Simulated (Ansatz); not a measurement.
# AlH6NOSi: small, medium and large basis sets

Aim: see how fast density functionals converge with the basis set for AlH6NOSi.

Computed with Ansatz 0.2.0, Gaussian basis. Level: one geometry, several basis sets.

Levels to be run: PBE0-D4/def2-SVP; ωB97M-V/def2-SVP; PBE0-D4/def2-QZVPP; ωB97M-V/def2-QZVPP; the functionals' def2-TZVPP values are taken from earlier runs.

### Step 1. The geometry

An earlier PBE0-D4 in a triple-zeta def2 set relaxation fixed the geometry.

10 atoms, charge 0, spin multiplicity 1.

Atoms are counted from 1 here; the program's logs count them from 0.

Bond lengths: N1–Si2 1.738 Å, N1–H5 1.008 Å, N1–H6 1.008 Å, Si2–Al3 2.475 Å, Si2–H7 1.494 Å, Si2–H8 1.494 Å, Al3–O4 1.704 Å, Al3–H9 1.587 Å, O4–H10 0.956 Å. Angles: Si2–N1–H5 119.0°, Si2–N1–H6 119.2°, H5–N1–H6 110.4°, N1–Si2–Al3 116.7°, N1–Si2–H7 106.5°, N1–Si2–H8 106.9°, Al3–Si2–H7 109.7°, Al3–Si2–H8 109.7°, H7–Si2–H8 106.9°, Si2–Al3–O4 118.7°, Si2–Al3–H9 127.0°, O4–Al3–H9 114.2°, Al3–O4–H10 122.2°.

Geometry (Å):

```mol
AlH6NOSi
  3D, bonds by distance, orders not assigned

 10  9  0  0  0  0  0  0  0  0999 V2000
   -1.5412    0.8213   -0.6422 N   0  0
   -0.8634   -0.6918   -0.1200 Si  0  0
    1.5027   -0.6591    0.6051 Al  0  0
    2.3594    0.8128    0.5391 O   0  0
   -1.2465    1.2108   -1.5237 H   0  0
   -1.6869    1.5541    0.0340 H   0  0
   -1.0273   -1.6459   -1.2576 H   0  0
   -1.7249   -1.1917    0.9932 H   0  0
    2.3542   -1.8852    1.1443 H   0  0
    1.9571    1.6233    0.2308 H   0  0
  1  2  8  0
  2  3  8  0
  3  4  8  0
  1  5  8  0
  1  6  8  0
  2  7  8  0
  2  8  8  0
  3  9  8  0
  4 10  8  0
M  END
```

### Step 2. PBE0-D4 in def2-SVP

Input file in.yaml:

```yaml
crystal:
  periodic: [false, false, false]
  atoms:
    - {symbol: N, position_ang: [-1.541222, 0.821342, -0.642244]}
    - {symbol: Si, position_ang: [-0.863411, -0.691778, -0.120012]}
    - {symbol: Al, position_ang: [1.502724, -0.659106, 0.605098]}
    - {symbol: O, position_ang: [2.359441, 0.812813, 0.539091]}
    - {symbol: H, position_ang: [-1.246478, 1.210759, -1.523679]}
    - {symbol: H, position_ang: [-1.686948, 1.554097, 0.034027]}
    - {symbol: H, position_ang: [-1.027281, -1.645858, -1.257551]}
    - {symbol: H, position_ang: [-1.724907, -1.191676, 0.993219]}
    - {symbol: H, position_ang: [2.354196, -1.885224, 1.144283]}
    - {symbol: H, position_ang: [1.957087, 1.623331, 0.230768]}
basis:
  gaussian: {orbitals: def2-SVP}
hamiltonian: {xc: pbe0, dispersion: d4}
output: {orbitals: {seedname: orbitals}}
```

The run is started by

```
$ ansatz run in.yaml --threads 2 --pin off --events-out ev --progress --plain --max-ram 4352MiB
```

The runs that follow: ωB97M-V in def2-SVP; PBE0-D4 in def2-QZVPP; ωB97M-V in def2-QZVPP.

Before running them: what should the planned runs give, taken together? Wanted: PBE0-D4: double and triple zeta above quadruple; ωB97M-V: double and triple zeta above quadruple.

The runs gave:

| quantity | value |
| --- | --- |
| PBE0-D4: double and triple zeta above quadruple | 10.48, 0.71 eV |
| ωB97M-V: double and triple zeta above quadruple | 10.61, 0.68 eV |

In words: For PBE0-D4 the step from double to triple zeta gains 9.77 eV and the next only 0.71 eV. Total energies overstate the basis error of differences, where much of it tends to cancel.
